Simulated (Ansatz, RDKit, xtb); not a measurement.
# C7H10O: ranking a sample of isomers

A sample of isomers of C7H10O is drawn. Aim: find which of them has the lowest free energy at 298.15 K, then its properties. The sample is small against all isomers, and the most stable one of this formula need not be in it.

The funnel: GFN2-xTB relaxations, single points with a density functional, relaxations at PBE-D3(BJ)/def2-SVP, harmonic vibrations (at GFN2-xTB), and a last energy at a higher level. All values are calculated.

## Step 1: Possible bonding patterns

Isomers were taken from a list of plausible structures; this is a sample, not all of them. That gives 4 candidates.

| label | SMILES | spin |
| --- | --- | --- |
| c011 | CC(=O)[C@@H](C)C1C=C1 | singlet |
| c343 | C=C(O)[C@@H](C)C1C=C1 | singlet |
| c485 | C/C(O)=C(/C)C1C=C1 | singlet |
| c893 | C/C(O)=C(\C)C1C=C1 | singlet |

Candidates are built by distance geometry, with a force field where one applies, in up to four conformers (letters a to d).

**Question.** With final energies at CCSD(T)/def2-SVP + MP2/def2-TZVPP - MP2/def2-SVP, which structure will this search put lowest in free energy, and by what margin?

| quantity | value |
| --- | --- |
| lowest structure found | CC(=O)[C@@H](C)C1C=C1, singlet |
| next finalist | C/C(O)=C(\C)C1C=C1, singlet, 10.4 kcal/mol higher in G |
| share at equilibrium, among the finalists | 100.0 % |

`CC(=O)[C@@H](C)C1C=C1` comes out lowest. Among the finalists first place is clear (10.4 kcal/mol); structures outside the list aren't covered. With 3 minima in the window unscreened, the next finalist need not be the second lowest, and margin and share hold for the finalists alone. GFN2-xTB, HF/STO-3G, r2SCAN-D4/def2-SVP, PBE-D3(BJ)/def2-SVP, HF/def2-SVP and MP2/def2-SVP already put its bonding pattern lowest among the structures in one piece. 3 minima inside the window were never screened. Lowest found is not proven lowest: the search is finite, and each finalist counts with one conformer. Only 4 drawn patterns were tried, so whole families of isomers are missing, and the result ranks only the part of this sample that was screened.
